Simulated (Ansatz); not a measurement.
# C₂H₄BClF₂: basis-set convergence

The task here is to estimate one member of a computed series from the others.

The runs use Ansatz 0.2.0, Gaussian basis; one geometry, several basis sets.

Plan: PBE0-D4/def2-SVP; ωB97M-V/def2-SVP; PBE0-D4/def2-QZVPP; ωB97M-V/def2-QZVPP; the functionals' def2-TZVPP values are taken from earlier runs.

**Structure used throughout**

All runs share one geometry, relaxed beforehand with PBE0-D4 in a triple-zeta def2 set.

SMILES `CC(Cl)B(F)F`, 10 atoms, charge 0, spin multiplicity 1.

Atoms are counted from 1 here; the program's logs count them from 0.

Bond lengths: C1–C2 1.509 Å, C1–H7 1.090 Å, C1–H8 1.094 Å, C1–H9 1.091 Å, C2–Cl3 1.814 Å, C2–B4 1.573 Å, C2–H10 1.090 Å, B4–F5 1.318 Å, B4–F6 1.317 Å. Angles: C2–C1–H7 111.2°, C2–C1–H8 109.5°, C2–C1–H9 111.0°, H7–C1–H8 108.2°, H7–C1–H9 108.7°, H8–C1–H9 108.2°, C1–C2–Cl3 110.5°, C1–C2–B4 116.5°, C1–C2–H10 111.7°, Cl3–C2–B4 100.7°, Cl3–C2–H10 104.8°, B4–C2–H10 111.5°, C2–B4–F5 121.2°, C2–B4–F6 121.4°, F5–B4–F6 117.4°.

The first run:

Input file in.yaml:

```yaml
crystal:
  periodic: [false, false, false]
  atoms:
    - {symbol: C, position_ang: [0.313340, -1.190394, -0.191209]}
    - {symbol: C, position_ang: [0.411321, 0.246156, 0.260412]}
    - {symbol: Cl, position_ang: [1.498913, 1.186617, -0.846364]}
    - {symbol: B, position_ang: [-0.906411, 1.100398, 0.171776]}
    - {symbol: F, position_ang: [-1.830556, 0.838038, -0.730624]}
    - {symbol: F, position_ang: [-1.125715, 2.111215, 0.987626]}
    - {symbol: H, position_ang: [-0.128348, -1.260980, -1.185730]}
    - {symbol: H, position_ang: [-0.320976, -1.748631, 0.504066]}
    - {symbol: H, position_ang: [1.296613, -1.662579, -0.210699]}
    - {symbol: H, position_ang: [0.874818, 0.328961, 1.243645]}
basis:
  gaussian: {orbitals: def2-SVP}
hamiltonian: {xc: pbe0, dispersion: d4}
output: {orbitals: {seedname: orbitals}}
```

Among the steps run: PBE0-D4 in def2-SVP; ωB97M-V in def2-SVP; PBE0-D4 in def2-QZVPP; ωB97M-V in def2-QZVPP.

One of the session's tables, all rows but one given; the rest of the session is left out.

It belongs to the step «Functionals by basis». 

```
functional       basis  HOMO (eV)
   PBE0-D4    def2-SVP      -8.44
   PBE0-D4  def2-TZVPP      -8.59
   PBE0-D4  def2-QZVPP      -8.62
   ωB97M-V    def2-SVP     -10.69
   ωB97M-V  def2-TZVPP          ?
   ωB97M-V  def2-QZVPP     -10.91
```

Q: Estimate the row for ωB97M-V, def2-TZVPP from the others.

The run gave: HOMO (eV): -10.87. In the column «HOMO (eV)» it lies between ωB97M-V, def2-QZVPP (-10.91) and ωB97M-V, def2-SVP (-10.69).
